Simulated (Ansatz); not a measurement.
**C2H8Si2: comparison of dispersion corrections from a Python script**

The task is a comparison of dispersion corrections, for C2H8Si2. SMILES: [SiH3]C1C[SiH2]1.

All numbers are computed with the Python package of Ansatz 0.2.0. The levels of theory stand in the script.

## Step 1: The structure

Bond lengths: Si1–C2 1.817 Å, C2–C3 1.459 Å, C2–Si4 1.855 Å, C3–Si4 1.865 Å, Si1–H5 1.520 Å, Si1–H6 1.546 Å, Si1–H7 1.481 Å, C2–H8 1.044 Å, C3–H9 1.096 Å, C3–H10 1.123 Å, Si4–H11 1.412 Å, Si4–H12 1.496 Å. Angles (14 of 24 angles, heavy atoms first): Si1–C2–C3 119.6°, Si1–C2–Si4 112.0°, C3–C2–Si4 67.3°, C2–C3–Si4 66.5°, C2–Si4–C3 46.2°, Si1–C2–H8 115.1°, C3–C2–H8 116.5°, Si4–C2–H8 117.9°, C2–Si1–H5 110.7°, C2–Si1–H6 110.4°, C2–Si1–H7 114.6°, C2–C3–H9 124.2°, C2–C3–H10 120.4°, Si4–C3–H9 113.2°.

The script holds or builds the structure itself.

## Step 2: The code

Input file c2h8si2_disp.py:

```python
'''Size of D3 and D4 in C2H8Si2.'''

import warnings

import ansatz as az

warnings.simplefilter('ignore', az.DeckWarning)

molecule = (
    az.Crystal.molecule()
    .atom('Si', (-0.894, 1.1125, -0.8825))
    .atom('C', (-0.4718, -0.0087, 0.484))
    .atom('C', (0.8942, -0.0385, 0.9956))
    .atom('Si', (0.4802, -1.4888, -0.1017))
    .atom('H', (-2.0447, 0.5514, -1.701))
    .atom('H', (-1.4108, 2.462, -0.3318))
    .atom('H', (0.2306, 1.4208, -1.7958))
    .atom('H', (-1.2333, -0.1628, 1.181))
    .atom('H', (1.7113, 0.5788, 0.6055))
    .atom('H', (1.0963, -0.3341, 2.0602))
    .atom('H', (1.2864, -1.4516, -1.2598))
    .atom('H', (0.4328, -2.6961, 0.7802))
)

base = molecule.calculation().basis(gaussian='def2-SVP')
for name in ['r2scan', 'pbe0']:
    for correction in ('d3bj', 'd4'):
        report = base.functional(name, dispersion=correction).run().report
        print(f'{name:8s} {correction:5s} total {report["free_energy_ev"]:.5f} eV, of which dispersion {1000 * report["dispersion"]["energy"]["ev"]:.2f} meV')
```

## Step 3: The input behind the calls

The engine receives this input (first run):

```yaml
crystal:
  periodic: [false, false, false]
  atoms:
    - { symbol: Si, position_ang: [-0.894, 1.1125, -0.8825] }
    - { symbol: C, position_ang: [-0.4718, -0.0087, 0.484] }
    - { symbol: C, position_ang: [0.8942, -0.0385, 0.9956] }
    - { symbol: Si, position_ang: [0.4802, -1.4888, -0.1017] }
    - { symbol: H, position_ang: [-2.0447, 0.5514, -1.701] }
    - { symbol: H, position_ang: [-1.4108, 2.462, -0.3318] }
    - { symbol: H, position_ang: [0.2306, 1.4208, -1.7958] }
    - { symbol: H, position_ang: [-1.2333, -0.1628, 1.181] }
    - { symbol: H, position_ang: [1.7113, 0.5788, 0.6055] }
    - { symbol: H, position_ang: [1.0963, -0.3341, 2.0602] }
    - { symbol: H, position_ang: [1.2864, -1.4516, -1.2598] }
    - { symbol: H, position_ang: [0.4328, -2.6961, 0.7802] }
basis:
  gaussian:
    orbitals: def2-SVP
hamiltonian:
  xc: r2scan
  dispersion: d3bj
```

## Step 4: Launch

Run with:

```console
python c2h8si2_disp.py
```

Output:

```text
r2scan   d3bj  total -17948.60869 eV, of which dispersion -78.89 meV
r2scan   d4    total -17948.59594 eV, of which dispersion -66.13 meV
pbe0     d3bj  total -17942.25931 eV, of which dispersion -250.40 meV
pbe0     d4    total -17942.24167 eV, of which dispersion -232.76 meV
```

Run time: 15 s. Hardware: 1 thread of Arm Neoverse V2, shared host; peak memory 0.27 GiB.

## Step 5: What changed from run to run

The engine's inputs for the other runs:

Run 2, against run 1:

```diff
@@ -21 +21 @@
-  dispersion: d3bj
+  dispersion: d4
```

Run 3, against run 1:

```diff
@@ -20 +20 @@
-  xc: r2scan
+  xc: pbe0
```

Run 4, against run 1:

```diff
@@ -20,2 +20,2 @@
-  xc: r2scan
-  dispersion: d3bj
+  xc: pbe0
+  dispersion: d4
```

## Step 6: The runs side by side

The 4 runs, in the order started:

| run | functional | dispersion | energy (eV) | SCF cycles | CPU time (s) |
| --- | --- | --- | --- | --- | --- |
| 1 | r2scan | d3bj | -17948.6087 | 18 | 4.8 |
| 2 | r2scan | d4 | -17948.5959 | 18 | 4.9 |
| 3 | pbe0 | d3bj | -17942.2593 | 15 | 2.3 |
| 4 | pbe0 | d4 | -17942.2417 | 15 | 2.3 |

Totals under unlike functionals or potentials can't be compared directly.

## Step 7: Outcome

| quantity | value |
| --- | --- |
| dispersion energy | -250.4 to -66.13 meV |
| runs compared | 4 |

In words: The dispersion term depends on the functional it is damped for, so it isn't a property of the molecule alone. All 4 runs converged, in 15 to 18 cycles. What to keep in mind:
- The geometry is a force-field or estimated start, not a minimum of this method, and the basis set is short of its limit. D4 holds the three-body term, and d3bj doesn't.
- A dispersion term here runs with damping parameters fitted for another variant or functional.
- The script silences the warnings on its input, which a real study should read.
